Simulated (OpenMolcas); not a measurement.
# quartet InSiH3ClO at 5 levels

We compute a comparison of 5 runs (UHF/STO-3G, UHF/3-21G, UHF/def2-SVP, UB3LYP/def2-SVP, UBHLYP/def2-SVP) of quartet InSiH3ClO. 

The results are computed with OpenMolcas 26.06.

4 further runs of the same task are left out: 4 that didn't finish.

## Step 1: The molecule

The species is InSiH3ClO (7 atoms), meant as a quartet with charge 0. SMILES of the parent species: `[SiH3][O][In][Cl]`. The coordinates come from a PBE0-D4/def2-TZVP relaxation. This is one conformer, not always the lowest. That shape belongs to the parent species and isn't relaxed for this state.

Bond lengths: Si1–O2 1.634 Å, O2–In3 1.993 Å, In3–Cl4 2.351 Å, Si1–H5 1.491 Å, Si1–H6 1.486 Å, Si1–H7 1.491 Å. Angles: Si1–O2–In3 137.3°, O2–In3–Cl4 115.6°, O2–Si1–H5 111.6°, O2–Si1–H6 108.5°, O2–Si1–H7 111.6°, H5–Si1–H6 108.8°, H5–Si1–H7 107.5°, H6–Si1–H7 108.8°.

## Step 2: A single-point energy at UHF/STO-3G (run 1)

input.xyz

```xyz
7

Si     0.016600     1.144600     0.460800
O      0.203700    -0.441600     0.114500
In    -0.437600    -1.723300    -1.270600
Cl     0.330700    -3.933200    -1.041200
H      0.496200     2.009500    -0.655300
H      0.803700     1.457800     1.681900
H     -1.413400     1.486100     0.709900
```

test.input

```
* ClH3InOSi Hartree-Fock
&gateway
baslib
$CurrDir
coord
input.xyz
basis
STO-3G
group
NoSym
&seward
&scf
uhf
spin
4
thresholds
1e-10 1e-07 1e-07 1e-05
prorbitals
0
```

The basis set STO-3G is read from a file made from the Basis Set Exchange's data (not shown).

Command:

```
$ export MOLCAS_MEM=1860
$ pymolcas test.input > test.log
```

What it wrote:

```text
--- Start Module: gateway ---
[...]
--- Stop Module: gateway /rc=_RC_ALL_IS_WELL_ ---
--- Start Module: seward ---
[...]
      Basis functions           53
--- Stop Module: seward /rc=_RC_ALL_IS_WELL_ ---
--- Start Module: scf ---
[...]
       Convergence after  36 Iterations
[...]
::    Total SCF energy                              -6498.6271581618
[...]
      Total spin, S                                     1.5018179632
[...]
      Total electronic charge=   91.000000
      Total            charge=   -0.000000
[...]
      Dipole Moment (debye):
      Origin of the operator (angstrom)=   -0.1783   -1.5523   -0.8429
                   X= -8.4490E-01               Y=  8.9447E+00               Z=  2.2365E+00           Total=  9.2587E+00
      Quadrupole Moment (debye*angstrom):
[...]
--- Stop Module: scf /rc=_RC_ALL_IS_WELL_ ---
[...]
```

It took 3 s on 1 thread of Intel Xeon 6975P-C (Granite Rapids), shared host; peak memory 0.38 GiB.

## Step 3: A single-point energy at UHF/3-21G (run 2)

test.input

```
&GATEWAY
BasLib=$CurrDir
Coord
7
angstrom
Si       0.016600       1.144600       0.460800
O        0.203700      -0.441600       0.114500
In      -0.437600      -1.723300      -1.270600
Cl       0.330700      -3.933200      -1.041200
H        0.496200       2.009500      -0.655300
H        0.803700       1.457800       1.681900
H       -1.413400       1.486100       0.709900
Basis=3-21G
Group=NoSym
&SEWARD
&SCF
UHF
Spin=4
Thresholds=1e-10 1e-07 1e-07 1e-05
PrOrbitals=0
```

The basis set 3-21G is read from a file made from the Basis Set Exchange's data (not shown).

Command:

```
$ export MOLCAS_MEM=1860
$ pymolcas test.input > test.log
```

What it wrote:

```text
--- Start Module: gateway ---
[...]
--- Stop Module: gateway /rc=_RC_ALL_IS_WELL_ ---
--- Start Module: seward ---
[...]
      Basis functions           72
--- Stop Module: seward /rc=_RC_ALL_IS_WELL_ ---
[...]
--- Start Module: scf ---
[...]
       Convergence after  36 Iterations
[...]
::    Total SCF energy                              -6535.5865111453
[...]
      Total spin, S                                     1.5021679225
[...]
      Total electronic charge=   91.000000
      Total            charge=   -0.000000
[...]
      Dipole Moment (debye):
      Origin of the operator (angstrom)=   -0.1783   -1.5523   -0.8429
                   X= -7.2958E-01               Y=  8.9464E+00               Z=  2.3985E+00           Total=  9.2910E+00
      Quadrupole Moment (debye*angstrom):
[...]
--- Stop Module: scf /rc=_RC_ALL_IS_WELL_ ---
[...]
```

Wall time 5.7 s (1 thread of Intel Xeon 6975P-C (Granite Rapids), shared host); peak memory 0.42 GiB.

Runs 3 to 4 aren't shown in full; the table further down has their settings and results.

## Step 4: A single-point energy at UBHLYP/def2-SVP (core potential) (run 5)

struct.xyz

```xyz
7

Si     0.016600     1.144600     0.460800
O      0.203700    -0.441600     0.114500
In    -0.437600    -1.723300    -1.270600
Cl     0.330700    -3.933200    -1.041200
H      0.496200     2.009500    -0.655300
H      0.803700     1.457800     1.681900
H     -1.413400     1.486100     0.709900
```

test.input

```
* ClH3InOSi Kohn-Sham DFT

&GATEWAY
 BasLib=$CurrDir
 Coord=struct.xyz
 Basis=def2-SVP
 Group=NoSym

&SEWARD
 GridInput
 Grid=UltraFine
 End of Grid

&SCF
 UHF
 Spin=4
 KSDFT=HYB_GGA_XC_BHANDHLYP
 Thresholds=1e-10 1e-07 1e-07 1e-05
 PrOrbitals=1 1
```

The basis set def2-SVP is read from a file made from the Basis Set Exchange's data (not shown).

Command:

```
$ export MOLCAS_MEM=1860
$ pymolcas test.input > test.log
```

What it wrote:

```text
--- Start Module: gateway ---
[...]
--- Stop Module: gateway /rc=_RC_ALL_IS_WELL_ ---
--- Start Module: seward ---
[...]
      Basis functions           91
--- Stop Module: seward /rc=_RC_ALL_IS_WELL_ ---
[...]
--- Start Module: scf ---
[...]
       Convergence after  28 Iterations
[...]
::    Total KS-DFT energy                           -1016.3141020057
[...]
      Total spin, S                                     1.5030408280
[...]
      Total electronic charge=   63.000000
      Total            charge=   -0.000000
[...]
      Dipole Moment (debye):
      Origin of the operator (angstrom)=   -0.1783   -1.5523   -0.8429
                   X= -2.8770E-01               Y=  7.0102E+00               Z=  2.2762E+00           Total=  7.3761E+00
      Quadrupole Moment (debye*angstrom):
[...]
--- Stop Module: scf /rc=_RC_ALL_IS_WELL_ ---
[...]
```

Run time: 38 s. Hardware: 1 thread of Intel Xeon 6975P-C (Granite Rapids), shared host; peak memory 0.5 GiB.

## Step 5: Overview of the runs

| run | level | integration grid | energy (Eh) | dipole moment (D) | HOMO energy (eV) | LUMO energy (eV) | wall time |
| --- | --- | --- | --- | --- | --- | --- | --- |
| 1 | UHF/STO-3G | – | -6498.627158 | 9.26 | -1.89 | 4.31 | 3 s |
| 2 | UHF/3-21G | – | -6535.586511 | 9.29 | -5.48 | -1.62 | 5.7 s |
| 3 | UHF/def2-SVP (core potential) | – | -1013.882668 | 7.65 | -5.52 | -1.89 | 23 s |
| 4 | UB3LYP/def2-SVP (core potential) | UltraFine | -1016.539413 | 3.06 | -3.00 | – | 49 s |
| 5 | UBHLYP/def2-SVP (core potential) | UltraFine | -1016.314102 | 7.38 | -3.85 | – | 38 s |

## Step 6: Summary of results

| quantity | value |
| --- | --- |
| run 5: total energy | -1016.31410 Eh |
| run 5: dipole moment | 7.38 D |
| run 5: HOMO energy (highest over α and β) | -3.85 eV |
| run 5: ⟨S²⟩ | 3.762 |

**Reading.** The dipole moment (its size) runs from 3.06 D (UB3LYP/def2-SVP) to 9.29 D (UHF/3-21G). The two ends differ in method and basis and core potential. So wide a spread suggests that the runs ended on unlike SCF solutions, not only an effect of the method. Totals of different functionals can't be ranked against each other. Some runs of one species differ in core potentials or relativity; totals across that change don't compare. In run 1 the basis is minimal, so the values are rough. In runs 1, 2 relativity is left out where basis or elements ask for it. All runs together took 2 min, the longest 49 s.
